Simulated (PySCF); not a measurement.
# The bond of CuF+, level by level

One table from this session's results is given with a row withheld; the runs are named, their logs left out.

Program: PySCF 2.14.0. Level of theory: Cu def2-TZVPPD, F def2-TZVPPD, no relativity. These are calculated values, not measurements.

1 further run of the same task is left out (set aside as unsound or not needed).

The first run:

A driver script around PySCF takes these settings:

* atoms: Cu, F
* charge: 1
* basis: Cu def2-TZVPPD, F def2-TZVPPD
* Hamiltonian: no relativity
* basis functions: 107
* electrons treated: 37
* masses in u: 62.9296, 18.9984
* levels: PBE0, PBE, r²SCAN, BHandHLYP, r²SCAN0, PW91, M06, revPBE, LC-ωPBE
* grid: 80 radial by 434 angular points
* occupations: held fixed by the projection of orbital angular momentum
* dissociation limit: Cu+ + F, each in its ground configuration
* starting distance in angstrom: 1.850
* values of 2S to try: 1, 3

Command:

```sh
OMP_NUM_THREADS=2 python dia.py task.json out
```

Among the steps run: Set-up; PBE0 along the bond; Other states along the same grid; PBE (GGA); r²SCAN (meta-GGA); BHandHLYP (global hybrid GGA); r²SCAN0; PW91; M06 (hybrid meta-GGA); revPBE; LC-ωPBE (range-separated hybrid).

One of the session's tables, all rows but one given; the rest of the session is left out.

| level | Re (Å) | ωe (cm⁻¹) | De (eV) | μ (D) |
| --- | --- | --- | --- | --- |
| PBE | 1.711 | 647 | 1.97 | -4.26 |
| revPBE | 1.723 | 624 | 1.74 | -4.31 |
| PW91 | 1.709 | 649 | 1.99 | -4.27 |
| r²SCAN | 1.689 | 696 | 1.98 | -4.57 |
| PBE0 | 1.684 | 708 | 1.45 | -4.83 |
| r²SCAN0 | 1.671 | 751 | 1.49 | -5.12 |
| M06 | 1.693 | 665 | 1.24 | -4.69 |
| BHandHLYP | 1.670 | 788 | 1.07 | -5.66 |
| LC-ωPBE | ? | ? | ? | ? |

Q: Estimate the row for LC-ωPBE from the others.

As computed: Re (Å): 1.681; ωe (cm⁻¹): 718; De (eV): 1.40; μ (D): -4.74. In the column «Re (Å)» it lies between r²SCAN0 (1.671) and PBE0 (1.684).

De is counted to Cu+ + F in their ground configurations. A positive dipole points from Cu to F; in an ion it is taken about the centre of mass and does not tell which atom is negative.

Time per point (s) on 2 threads of Arm Neoverse V2, shared host (CPU time, shared integrals of 0.72 s apart; correlated levels include their reference); the times are rough: PBE 2, revPBE 1.2, PW91 1.3, r²SCAN 2.9, PBE0 4.1, r²SCAN0 4.4, M06 4.3, BHandHLYP 2.9, LC-ωPBE 3.7.

Limits of these values: Lowest PBE0 solution found, without spin–orbit coupling: ²Σ⁺ (doublet), unpaired electrons σ ↑. The state is the lowest single determinant that the PBE0 search found; with open d or f shells the true ground state can be another one. Warnings in the runs' records: inverted.
